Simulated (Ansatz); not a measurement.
# NaAsH+ (triplet): from Hartree-Fock to the top rungs, cc-pVTZ

An exercise on one series of results from a longer session: the logs are not shown, and one member is left open.

Computed with Ansatz 0.2.0, Gaussian basis. Level: cc-pVTZ, core rule «outside noble gas», up to 19 orbitals frozen.

To be run: UHF; CCSD(T) on ROHF; CCSD(T) on UHF; BCCD(T) on ROHF; CCSDT(Q) on ROHF; CCSDT(Q) on UHF.

32 further runs of the same task are left out: 14 for a known fault of the program, 3 that didn't finish, 15 set aside as unsound or not needed.

**The geometry**

The geometry is a PBE0/def2-TZVP stationary point (not a proven minimum) of the parent state, kept for this charge and spin. No spin-orbit coupling is included. The filled d shell of As may be among the frozen orbitals whatever the setting's name suggests; the logs give the count.

3 atoms, charge 1, spin multiplicity 3.

Atoms are counted from 1 here; the program's logs count them from 0.

Bond lengths: As1–H3 1.537 Å.

The first run:

File in.yaml:

```yaml
crystal:
  periodic: [false, false, false]
  atoms:
    - {symbol: As, position_ang: [0.000000, 0.000000, 0.777033]}
    - {symbol: Na, position_ang: [0.000000, 0.000000, -3.091467]}
    - {symbol: H, position_ang: [0.000000, 0.000000, 2.314433]}
basis:
  gaussian: {orbitals: cc-pVTZ}
total_charge: 1
magnetization: {spin_polarized: true, initial_magnetization: 2}
hamiltonian: {xc: hf}
output: {orbitals: {seedname: orbitals}}
```

Started as:

```console
> ansatz run in.yaml --threads 1 --pin off --events-out ev --progress --plain --max-ram 2393MiB
```

Among the steps run: UHF; CCSD(T) on ROHF; CCSD(T) on UHF; BCCD(T) on ROHF; CCSDT(Q) on ROHF; CCSDT(Q) on UHF.

One of the session's tables, all rows but one given; the rest of the session is left out.

| method | from UCCSDT(Q) (meV) |
| --- | --- |
| ROHF | +3466.7 |
| UHF | +3287.2 |
| RMP2 | +669.8 |
| UMP2 | +688.0 |
| RCCSD | +137.9 |
| UCCSD | +122.9 |
| RCCSD(T) | +32.1 |
| UCCSD(T) | +22.1 |
| BCCD(T) | +32.0 |
| RCCSDT | ? |
| UCCSDT | +2.5 |
| RCCSDT(Q) | +10.1 |
| UCCSDT(Q) | 0 |

Q: Estimate the row for RCCSDT from the others.

**Answer.** from UCCSDT(Q) (meV): +12.9. In the column «from UCCSDT(Q) (meV)» it lies between RCCSDT(Q) (+10.1) and UCCSD(T) (+22.1).

To keep in mind: Restricted and unrestricted rows rest on different reference determinants; where their highest levels disagree by more than a few hundredths of an eV, they describe different states and don't form one ladder.
